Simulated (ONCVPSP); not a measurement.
# Pseudopotential generation for Ti: ONCV, LDA (Perdew-Wang 92)

Do these settings give a usable potential? It is generated, then checked for transferability, scattering, ghosts and hardness.

The numbers are computed with ONCVPSP 4.0.1 (LDA (Perdew-Wang 92), non-relativistic, spin-unpolarised reference atom).

## (1) The atom and the settings

The settings as typed:

- element: titanium (Ti, Z = 22)
- type: optimised norm-conserving Vanderbilt (ONCV)
- frozen core: [Ar]
- valence charge: 4
- reference configuration: 3d2 4s0.5 (charge +1.5)
- partial waves: 4s: rc 2.45 bohr, ncon 3, nbas 7, qcut 2.4 1/bohr, 3 projectors, debl 3.4 Ha; p scattering state at 0.46 Ha: rc 2.55 bohr, ncon 4, nbas 7, qcut 3.1 1/bohr, 2 projectors, debl 2.5 Ha; 3d: rc 1.20 bohr, ncon 3, nbas 7, qcut 7.3 1/bohr, local
- local potential: the d channel
- core correction: not asked for

An earlier all-electron run gives the scale for the radii.

All-electron outer shells of the reference configuration (LDA (PZ), non-relativistic, ld1.x):

```tsv
shell	level (eV)	outermost node (bohr)	outermost maximum (bohr)
3p	-50.22	0.37	0.90
3d	-15.81	–	0.97
4s	-13.71	1.24	2.67
4p	-9.62	1.36	3.19
```

## (2) Generating the potential

The input, Ti.dat:

```
# ATOM AND REFERENCE CONFIGURATION
# atsym  z   nc   nv     iexc    psfile
  Ti 22.00    5    2  -001012      upf
#
#   n    l    f
    1    0    2.00
    2    0    2.00
    2    1    6.00
    3    0    2.00
    3    1    6.00
    3    2    2.00
    4    0    0.50
#
# PSEUDOPOTENTIAL AND OPTIMIZATION
# lmax
    2
#
#   l,   rc,      ep,       ncon, nbas, qcut
    0    2.45    0.00    3    7    2.40
    1    2.55    0.46    4    7    3.10
    2    1.20    0.00    3    7    7.30
#
# LOCAL POTENTIAL
# lloc, lpopt,  rc(5),   dvloc0
    2    5    1.20    0.00
#
# VANDERBILT-KLEINMAN-BYLANDER PROJECTORs
# l, nproj, debl
    0    3    3.40
    1    2    2.50
    2    0    0.90
#
# MODEL CORE CHARGE
# icmod, fcfact, rcfact
    0    0.00    0.00
#
# LOG DERIVATIVE ANALYSIS
# epsh1, epsh2, depsh
   -2.00    5.00    0.02
#
# OUTPUT GRID
# rlmax, drl
    6.00    0.01
#
# TEST CONFIGURATIONS
# ncnf
    4
# nvcnf
#   n    l    f
    2
    3    2    2.00
    4    0    2.00
#
    2
    3    2    2.00
    4    0    1.00
#
    2
    3    2    2.00
    4    0    0.00
#
    2
    3    2    1.00
    4    0    2.00
#
```

The run is started by

```console
$ oncvpspnr.x < Ti.dat > Ti.out
```

Before running it: what results should come out? Wanted: cutoffs; bound ghosts; GHOST(+) flags; largest test error; largest phase difference near zero energy, channels read; projector energies reset by the program.

The runs gave:

```
                                                quantity                   value
                                                 cutoffs          not determined
                                            bound ghosts              none found
                                          GHOST(+) flags  s at 77 eV, p at 29 eV
                            largest test error (AE − PS)    -83 meV, for 3d1 4s2
largest phase difference near zero energy, channels read               0.038 rad
                 projector energies reset by the program      p: 0.050, 2.550 Ha
```

In words: The worst unpolarised test, 3d1 4s2, is off by 83 meV on 3.3 eV; by total energies transferability rates as fair. No bound ghost shows below the valence levels. Near zero energy the largest phase difference among the channels read is 0.04 rad, in the p channel. The program also flags highly localised states, GHOST(+) (s, p). All of this concerns the isolated atom, not yet a solid.
